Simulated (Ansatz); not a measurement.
# CH₄BClFSb: a ladder of functionals and wavefunction methods

How much do the methods differ for CH₄BClFSb? The plan is to run it at one geometry with functionals of several rungs and with coupled cluster, and see how far each lands from CCSD(T) at the basis-set limit for the atomisation energy.

Computed with Ansatz 0.2.0, Gaussian basis. Level: functionals in def2-TZVPP, the program's frozen cores in correlated methods.

Levels to be run: LDA (SPW92), PBE-D4, revPBE-D4, BLYP-D4, r2SCAN-D4, B97M-V, PBE0-D4, B3LYP-D4, r2SCANh-D4, r2SCAN0-D4, HSE06-D4, BHLYP-D4, CAM-B3LYP-D4, LC-ωPBE, ωB97X-V, ωB97M-V, B2PLYP, PBE-QIDH; CCSD(T)/def2-SVP; CCSD(T)/def2-TZVPP; MP2/def2-QZVPP; extrapolation to the limit; RPA on PBE.

## 1. Structure used throughout

The geometry comes from an earlier relaxation with PBE0-D4 in a triple-zeta def2 set; it is a stationary point, not always the lowest conformer. Sb takes the def2 core potential; no spin-orbit term is included.

SMILES `C[B](F)[SbH][Cl]`, 9 atoms, charge 0, spin multiplicity 1.

Atoms are counted from 1 here; the program's logs count them from 0.

Bond lengths: C1–B2 1.548 Å, C1–H6 1.096 Å, C1–H7 1.092 Å, C1–H8 1.095 Å, B2–F3 1.327 Å, B2–Sb4 2.287 Å, Sb4–Cl5 2.370 Å, Sb4–H9 1.714 Å. Angles: B2–C1–H6 109.6°, B2–C1–H7 113.0°, B2–C1–H8 110.1°, H6–C1–H7 109.2°, H6–C1–H8 104.7°, H7–C1–H8 109.8°, C1–B2–F3 121.4°, C1–B2–Sb4 124.5°, F3–B2–Sb4 114.2°, B2–Sb4–Cl5 94.8°, B2–Sb4–H9 88.4°, Cl5–Sb4–H9 94.5°.

## 2. LDA

This LDA is Slater exchange with PW92 correlation.

The input, in.yaml:

```yaml
crystal:
  periodic: [false, false, false]
  atoms:
    - {symbol: C, position_ang: [-1.220768, 0.041157, 0.335360]}
    - {symbol: B, position_ang: [0.255579, -0.065234, 0.788405]}
    - {symbol: F, position_ang: [0.576330, -0.505360, 1.998141]}
    - {symbol: Sb, position_ang: [2.049129, 0.549248, -0.490381]}
    - {symbol: Cl, position_ang: [0.795457, 0.786730, -2.487479]}
    - {symbol: H, position_ang: [-1.459055, 1.085001, 0.100709]}
    - {symbol: H, position_ang: [-1.925123, -0.328678, 1.083476]}
    - {symbol: H, position_ang: [-1.365470, -0.495808, -0.607615]}
    - {symbol: H, position_ang: [2.382421, -1.113455, -0.737617]}
basis:
  gaussian: {orbitals: def2-TZVPP}
hamiltonian: {xc: lda}
output: {orbitals: {seedname: orbitals}}
```

After this run come: PBE-D4 (GGA); revPBE-D4 (GGA); BLYP-D4 (GGA); r2SCAN-D4 (meta-GGA); B97M-V (meta-GGA); PBE0-D4 (hybrid); B3LYP-D4 (hybrid); r2SCANh-D4 (hybrid); r2SCAN0-D4 (hybrid); HSE06-D4 (hybrid); BHLYP-D4 (hybrid); CAM-B3LYP-D4 (range-separated); LC-ωPBE (range-separated); ωB97X-V (range-separated); ωB97M-V (range-separated); B2PLYP (double hybrid); PBE-QIDH (double hybrid); CCSD(T) in def2-SVP; CCSD(T) in def2-TZVPP; MP2 in def2-QZVPP; RPA on PBE orbitals.

Before running them: what should the planned runs give, taken together? Wanted: atomisation energy, CCSD(T)/CBS; farthest beyond LDA; mean size of error, GGA; mean size of error, meta-GGA; mean size of error, hybrid; mean size of error, range-separated; mean size of error, double hybrid; gap, smallest and largest; T1 diagnostic.

**Answer**, as computed:

| quantity | value |
| --- | --- |
| atomisation energy, CCSD(T)/CBS | 744.6 kcal/mol |
| functionals within 7.4 kcal/mol (1.0 %) | revPBE-D4, BLYP-D4, r2SCAN-D4, PBE0-D4, B3LYP-D4, r2SCANh-D4, HSE06-D4, CAM-B3LYP-D4, LC-ωPBE, ωB97X-V, ωB97M-V, PBE-QIDH |
| farthest beyond LDA | BHLYP-D4 (-19.5 kcal/mol) |
| mean size of error, GGA | 8.3 kcal/mol |
| mean size of error, meta-GGA | 8.0 kcal/mol |
| mean size of error, hybrid | 6.4 kcal/mol |
| mean size of error, range-separated | 4.7 kcal/mol |
| mean size of error, double hybrid | 7.1 kcal/mol |
| gap, smallest and largest | 3.51 eV (LDA (SPW92)), 10.12 eV (LC-ωPBE) |
| T1 diagnostic | 0.0132 |
| triples share of the correlation energy | 3.4 % |

**Reading.** The LDA atomisation energy is off by 116.7 kcal/mol (16 %): it overbinds. PBE-D4 misses by +19.2 kcal/mol. Double hybrids carry the basis error of their MP2 part in triple zeta, and no dispersion term here, so their miss is partly the set-up's. The rungs range-separated, hybrid, double hybrid miss on average by less than the doubt on the reference (7.4 kcal/mol), so they tie. Misses under about 7.4 kcal/mol are within the doubt on the reference itself, which lacks core-valence correlation, spin-orbit coupling and higher excitations, and its outer-core shells are covered unevenly. All levels share the lack of spin-orbit coupling, which lowers the free heavy atoms and so the true binding. Hartree-Fock recovers 73 % of the binding; the rest is correlation. CCSD(T) in def2-SVP is off by -50.4 kcal/mol, which most functionals beat. The gap grows from 3.5 to 10.1 eV across the functionals, mostly with the share of exact exchange. Correlated methods include outer-core shells of Sb, which these sets cover unevenly.
